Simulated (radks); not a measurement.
# Fe⁴⁺ in [Ar] 3d4: an all-electron calculation

An exercise on one series of results from a longer session: the logs are not shown, and one member is left open.

Program: radks (a radial shooting solver on a logarithmic mesh, Libxc functionals) version 1. Level of theory: scalar-relativistic Kohn-Sham, AM05, spin-unpolarised, spherical densities, point nucleus. These are calculated values, not measurements, unless marked.

## The atom as given

```
element       : iron (Z = 26)
charge        : +4
electrons     : 22
configuration : [Ar] 3d4
```

The outer shells:

Fe⁴⁺
```
[Ar] core
3d [↑ ][↑ ][↑ ][↑ ][  ]
```

Set-up of the first run:

Settings of this run:

```text
Z 26
configuration [Ar] 3d4 4s0 4p0
relativity scalar-relativistic
functional am05,am05
spin unpolarised
nucleus point
c 137.035999084
```

The run is started by

```sh
$ python run_ks.py task.json out
```

The same process makes all the runs of this session.

Among the steps run: Self-consistent calculation.

One of the session's tables, all rows but one given; the rest of the session is left out.

It belongs to the step «Shells». Radial moments (bohr):

```
level      <r>  outermost maximum (interpolated)  90 % within  nodes
   1s  0.05854                            0.0383        0.105      0
   2s   0.2673                             0.223        0.414      1
   2p        ?                                 ?            ?      ?
   3s   0.7961                             0.696         1.19      2
   3p   0.8298                             0.705         1.27      1
   3d   0.9186                             0.675         1.51      0
   4s    2.079                              1.89         3.00      3
   4p    2.324                              2.10         3.38      2
```

**Question.** Estimate the row for 2p.

As computed: <r>: 0.2357; outermost maximum (interpolated): 0.180; 90 % within: 0.386; nodes: 0. In the column «<r>» it lies between 1s (0.05854) and 2s (0.2673).

Caveats from the session: Spin polarisation and multiplet splitting are left out.
